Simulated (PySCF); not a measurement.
# Rb, Rb⁺: ionisation energy with spin-orbit coupling

Each state of rubidium is computed at each level; their differences give the ionisation energy. How far do the methods differ?

Method: two-component X2C-1e, generalised determinants. Code: PySCF 2.14.0.

### Step 1. What is computed

| Quantity | Value |
| --- | --- |
| Element | rubidium (Z = 37) |
| Basis | x2c-QZVPPall-2c (13s12p8d3f2g, 128 functions) |
| Hamiltonian | two-component X2C-1e, Gaussian nucleus, no Breit or QED terms; spin-orbit coupling, run by run: off; screened by Boettger's factors |
| Core shells frozen in the correlated runs | [Ar] 3d10 (for Rb) |
| State 1 | Rb: [Kr] 5s1; 5s1/2 filled at m_j = +1/2 |
| State 2 | Rb⁺: [Kr] |
| Methods | GHF, GMP2 |

The outer shells:

Rb [Kr] 5s1
```
[Kr] core
5s [↑ ]
```

Rb+ [Kr]
```
[Ar] core
3d [↑↓][↑↓][↑↓][↑↓][↑↓]
4s [↑↓]
4p [↑↓][↑↓][↑↓]
```

All steps ran in one process of a driver on top of PySCF, which takes the settings above as its task.

It was started by

```
$ OMP_NUM_THREADS=1 python sorun2.py TASK.json OUT
```

The integrals over 128 functions and the set-up took 7.2 s of CPU time.

### Step 2. Rb: the ladder of methods

GHF (spin-free):

Log:

```text
cycle= 1 E= -2979.0414797554  delta_E= -2.98e+03  |FDS-SDF|= 0.00153
cycle= 2 E= -2979.0423386421  delta_E= -0.000859  |FDS-SDF|= 0.00081
cycle= 3 E= -2979.0425316994  delta_E= -0.000193  |FDS-SDF|= 0.000354
cycle= 4 E= -2979.0426398499  delta_E= -0.000108  |FDS-SDF|= 0.000113
cycle= 5 E= -2979.0426574399  delta_E= -1.76e-05  |FDS-SDF|= 3.19e-05
cycle= 6 E= -2979.0426578619  delta_E= -4.22e-07  |FDS-SDF|= 2.01e-06
cycle= 7 E= -2979.0426578635  delta_E= -1.61e-09  |FDS-SDF|= 4.66e-07
```

Time after the integrals: 10 s (1 thread of Neoverse-V2, shared host).

Occupied spinors (without spin-orbit coupling the j labels only name the start):

```tsv
spinor shell	electrons	mean energy (eV)	weight of the nominal j	rms radius (bohr)
1s1/2	2	-15287.2	1.000	0.0464
2s1/2	2	-2108.1	1.000	0.192
2p3/2	4	-1863.2	0.833	0.171
2p1/2	2	-1863.2	0.667	0.171
3s1/2	2	-341.66	1.000	0.543
3p3/2	4	-260.59	0.833	0.557
3p1/2	2	-260.59	0.667	0.557
3d3/2	4	-126.28	0.700	0.577
3d5/2	6	-126.28	0.800	0.577
4s1/2	2	-42.603	1.000	1.57
4p3/2	4	-21.974	0.833	1.86
4p1/2	2	-21.974	0.667	1.86
5s1/2	1	-3.815	1.000	5.89
```

M_J = 1/2, ⟨J²⟩ = 0.750, ⟨L²⟩ = 0.000, ⟨S²⟩ = 0.750.

GMP2 (spin-free):

No log was kept for this step.

It took 2.6 s on 1 thread of Neoverse-V2, shared host, the integrals not counted.

With 9 electrons correlated and 34 very high virtual spinors dropped, the MP2 correlation energy is -0.19496 hartree. Largest pairs: 4p3/2-4p3/2 -0.0605, 4p1/2-4p3/2 -0.0577, 4p3/2-4s1/2 -0.0273, 4p1/2-4p1/2 -0.0158, 4p1/2-4s1/2 -0.0136.

GHF (screened spin-orbit):

Log:

```text
cycle= 1 E= -2979.2505275033  delta_E= -2.98e+03  |FDS-SDF|= 0.0207
cycle= 2 E= -2979.2519566628  delta_E= -0.00143  |FDS-SDF|= 0.00145
cycle= 3 E= -2979.2522101479  delta_E= -0.000253  |FDS-SDF|= 0.000361
cycle= 4 E= -2979.2522712721  delta_E= -6.11e-05  |FDS-SDF|= 0.000199
cycle= 5 E= -2979.2522890202  delta_E= -1.77e-05  |FDS-SDF|= 5.93e-05
cycle= 6 E= -2979.2522936230  delta_E= -4.6e-06  |FDS-SDF|= 8.38e-06
cycle= 7 E= -2979.2522936448  delta_E= -2.18e-08  |FDS-SDF|= 1.4e-06
cycle= 8 E= -2979.2522936452  delta_E= -4.11e-10  |FDS-SDF|= 1.04e-07
```

Time after the integrals: 11 s (1 thread of Neoverse-V2, shared host).

The outer occupied spinors:

```tsv
spinor shell	electrons	mean energy (eV)	weight of the nominal j	rms radius (bohr)
3p1/2	2	-267.19	1.000	0.551
3p3/2	4	-257.44	1.000	0.561
3d3/2	4	-127.25	1.000	0.575
3d5/2	6	-125.60	1.000	0.579
4s1/2	2	-42.597	1.000	1.57
4p1/2	2	-22.649	1.000	1.83
4p3/2	4	-21.651	1.000	1.87
5s1/2	1	-3.815	1.000	5.89
```

M_J = 1/2, ⟨J²⟩ = 0.750, ⟨L²⟩ = 0.006, ⟨S²⟩ = 0.756.

GMP2 (screened spin-orbit):

The driver printed no log here.

Time after the integrals: 0.99 s (1 thread of Neoverse-V2, shared host).

With 9 electrons correlated and 34 very high virtual spinors dropped, the MP2 correlation energy is -0.19491 hartree. Largest pairs: 4p3/2-4p3/2 -0.0602, 4p1/2-4p3/2 -0.0586, 4p3/2-4s1/2 -0.0272, 4p1/2-4p1/2 -0.0153, 4p1/2-4s1/2 -0.0137.

### Step 3. Rb⁺, method by method

GHF (spin-free):

Log:

```text
cycle= 1 E= -2978.9029706008  delta_E= -2.98e+03  |FDS-SDF|= 0.00059
cycle= 2 E= -2978.9029709796  delta_E= -3.79e-07  |FDS-SDF|= 0.000243
cycle= 3 E= -2978.9029711095  delta_E= -1.3e-07  |FDS-SDF|= 3.04e-05
cycle= 4 E= -2978.9029711118  delta_E= -2.22e-09  |FDS-SDF|= 4.97e-07
```

Time after the integrals: 6.5 s (1 thread of Neoverse-V2, shared host).

Occupied spinors (without spin-orbit coupling the j labels only name the start):

```tsv
spinor shell	electrons	mean energy (eV)	weight of the nominal j	rms radius (bohr)
1s1/2	2	-15292.8	1.000	0.0464
2s1/2	2	-2113.6	1.000	0.192
2p3/2	4	-1868.7	0.833	0.171
2p1/2	2	-1868.7	0.666	0.171
3s1/2	2	-347.20	1.000	0.543
3p3/2	4	-266.15	0.833	0.557
3p1/2	2	-266.15	0.667	0.557
3d3/2	4	-131.83	0.700	0.577
3d5/2	6	-131.83	0.800	0.577
4s1/2	2	-48.079	1.000	1.57
4p3/2	4	-27.465	0.832	1.85
4p1/2	2	-27.465	0.664	1.85
```

M_J = 0, ⟨J²⟩ = 0.000, ⟨L²⟩ = 0.000, ⟨S²⟩ = 0.000.

GMP2 (spin-free):

The driver printed no log here.

Time after the integrals: 0.81 s (1 thread of Neoverse-V2, shared host).

With 8 electrons correlated and 34 very high virtual spinors dropped, the MP2 correlation energy is -0.18295 hartree. Largest pairs: 4p3/2-4p3/2 -0.0607, 4p1/2-4p3/2 -0.0578, 4p3/2-4s1/2 -0.0274, 4p1/2-4p1/2 -0.0159, 4p1/2-4s1/2 -0.0137.

GHF (screened spin-orbit):

Log:

```text
cycle= 1 E= -2979.1120177449  delta_E= -2.98e+03  |FDS-SDF|= 0.0206
cycle= 2 E= -2979.1125866553  delta_E= -0.000569  |FDS-SDF|= 0.00132
cycle= 3 E= -2979.1126027446  delta_E= -1.61e-05  |FDS-SDF|= 0.000161
cycle= 4 E= -2979.1126035283  delta_E= -7.84e-07  |FDS-SDF|= 5.39e-05
cycle= 5 E= -2979.1126035483  delta_E= -2e-08  |FDS-SDF|= 6.47e-06
cycle= 6 E= -2979.1126035506  delta_E= -2.23e-09  |FDS-SDF|= 4.8e-07
```

It took 8.6 s on 1 thread of Neoverse-V2, shared host, the integrals not counted.

The outer occupied spinors:

```tsv
spinor shell	electrons	mean energy (eV)	weight of the nominal j	rms radius (bohr)
3s1/2	2	-347.17	1.000	0.543
3p1/2	2	-272.75	1.000	0.550
3p3/2	4	-263.00	1.000	0.561
3d3/2	4	-132.80	1.000	0.575
3d5/2	6	-131.15	1.000	0.579
4s1/2	2	-48.073	1.000	1.57
4p1/2	2	-28.141	1.000	1.82
4p3/2	4	-27.140	1.000	1.86
```

M_J = 0, ⟨J²⟩ = 0.000, ⟨L²⟩ = 0.005, ⟨S²⟩ = 0.005.

GMP2 (screened spin-orbit):

No log was kept for this step.

Time after the integrals: 0.8 s (1 thread of Neoverse-V2, shared host).

With 8 electrons correlated and 34 very high virtual spinors dropped, the MP2 correlation energy is -0.18290 hartree. Largest pairs: 4p3/2-4p3/2 -0.0604, 4p1/2-4p3/2 -0.0586, 4p3/2-4s1/2 -0.0274, 4p1/2-4p1/2 -0.0153, 4p1/2-4s1/2 -0.0137.

### Step 4. Differences of total energies

Ionisation energy: Rb [Kr] 5s1 [5s1/2^1, M_J = 1/2] → Rb⁺ [Kr].

```tsv
method	value (eV)	error (eV)	CPU time, both states (s)
GHF (spin-free)	3.801	-0.376	17
GMP2 (spin-free)	4.128	-0.049	20
GHF (screened spin-orbit)	3.801	-0.376	20
GMP2 (screened spin-orbit)	4.128	-0.049	21
```

Reference: 4.177 eV (measured; NIST Atomic Spectra Database, ionization energies). The spin-free rows have the spin-orbit operator switched off.

Times are CPU seconds on a shared host without the integrals; correlated rows include their Hartree-Fock run.

### Step 5. Results

| quantity | value |
| --- | --- |
| ionisation energy, Rb | GHF (spin-free) 3.801, GMP2 (screened spin-orbit) 4.128 eV; reference 4.177 |

Each level's miss and price (over 1 difference):

```tsv
method	mean absolute miss against the measured value (with the measured fine structure taken into account where it is known) (eV)	CPU time, both states (s)
GHF (spin-free)	0.376	17
GMP2 (spin-free)	0.049	20
GHF (screened spin-orbit)	0.376	20
GMP2 (screened spin-orbit)	0.049	21
```

What this shows: Against experiment GMP2 (screened spin-orbit) comes closest (off by 0.05 eV), level with GMP2 (spin-free) and GHF (spin-free) is farthest (0.38 eV). Spin-orbit coupling moves the difference by +0.000 eV at GMP2. The basis is finite, and no extrapolation was made.
